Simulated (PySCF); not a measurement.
# C3H5F3Si: the cost of one run

Computed with PySCF 2.14.0, with density-fitted response routines of our own, on a single molecule in the gas phase. Atoms count from 0, in the outputs and in this text.

### 1 The starting structure

12 atoms, charge 0, multiplicity 1; geometry from: GFN2-xTB. The atoms were then displaced at random by about 0.01 Å, so the start is not that level's minimum.

Bonds of the start (Å): F0–C1 1.35, C1–C2 1.48, C2–F3 1.37, C2–C4 1.34, C4–F5 1.34, C4–Si6 1.92, C1–H7 1.08, C1–H8 1.07, Si6–H9 1.45, Si6–H10 1.45, Si6–H11 1.46.

### 2 Geometry optimisation at PBE0-D3(BJ)/def2-SVP

The job: settings as JSON, then the geometry in Å.

```
{"job": {"xc": "PBE0", "basis": "def2-SVP", "d3": "d3bj", "grid": 1, "shake": 0.01, "kind": "geom"}, "charge": 0, "multiplicity": 1}
F     -2.580600     1.225390    -0.171420
C     -2.108730    -0.016280     0.054920
C     -0.660640     0.039690     0.371210
F     -0.329730     0.303560     1.674050
C      0.383570    -0.136030    -0.457600
F      0.092210    -0.399150    -1.740450
Si     2.248560    -0.024530    -0.017130
H     -2.652090    -0.417110     0.895650
H     -2.273900    -0.588380    -0.834330
H      2.891690    -0.948130    -0.930560
H      2.648270     1.356360    -0.237530
H      2.381070    -0.423650     1.384150
```

Run with:

```
$ OMP_NUM_THREADS=1 python probes_run.py task.json out
```

One launch serves the whole session: the jobs run in the order shown.

Q: Estimate the wall time and peak memory of this first job on 1 thread of Arm Neoverse V1, shared host.

About 1.7 min, with a peak of 0.53 GiB.
